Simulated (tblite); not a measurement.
# C8H14BN: the cost of one run

Computed with tblite 0.8.0 and PySCF 2.14.0, with density-fitted response routines of our own, on a single molecule in the gas phase. Atoms count from 0, in the outputs and in this text.

### Step 1. The molecule as given

24 atoms, charge 0, multiplicity 1; geometry from: force field or distance geometry start.

Bonds of the start (Å): C0–C1 1.33, C1–C2 1.52, C1–B3 1.57, B3–C4 1.56, C4–C5 1.20, C5–C6 1.47, B3–N7 1.49, N7–C8 1.42, N7–C9 1.46, C0–H10 1.10, C0–H11 1.09, C2–H12 1.10, C2–H13 1.10, C2–H14 1.12, C6–H15 1.09, C6–H16 1.11, C6–H17 1.13, C8–H18 1.13, C8–H19 1.10, C8–H20 1.13, C9–H21 1.11, C9–H22 1.13, C9–H23 1.10.

### Step 2. Relaxing the molecule with GFN2-xTB

What the job is given:

```
{"job": {"kind": "relax", "xc": "GFN2-xTB", "basis": "xTB"}, "charge": 0, "multiplicity": 1}
C     -1.468700    -1.666200    -1.359300
C     -0.778700    -1.173800    -0.340200
C     -0.810200    -2.014300     0.926400
B      0.037400     0.160200    -0.423500
C      1.544800     0.002500    -0.065800
C      2.718900    -0.104800     0.182000
C      4.153600    -0.240800     0.482200
N     -0.649600     1.485500    -0.493700
C     -0.782300     2.192800     0.734900
C     -1.989500     1.313600    -1.036200
H     -2.036400    -2.607400    -1.251500
H     -1.526900    -1.153700    -2.320700
H      0.100800    -2.635300     0.949600
H     -1.743600    -2.602800     0.926400
H     -0.750600    -1.284700     1.779900
H      4.710700     0.645100     0.188300
H      4.488800    -1.141800    -0.066100
H      4.298000    -0.447500     1.580500
H     -1.048800     3.262400     0.465200
H      0.123500     2.207300     1.358200
H     -1.675700     1.878300     1.359200
H     -1.873600     1.221700    -2.138600
H     -2.535000     2.279600    -0.804300
H     -2.518800     0.443900    -0.625400
```

Launch:

```bash
> OMP_NUM_THREADS=1 python probes_run.py task.json out
```

One launch serves the whole session: the jobs run in the order shown.

**Question.** How long does this first job take on 1 thread of Arm Neoverse N1, shared host?

About 1.9 s.
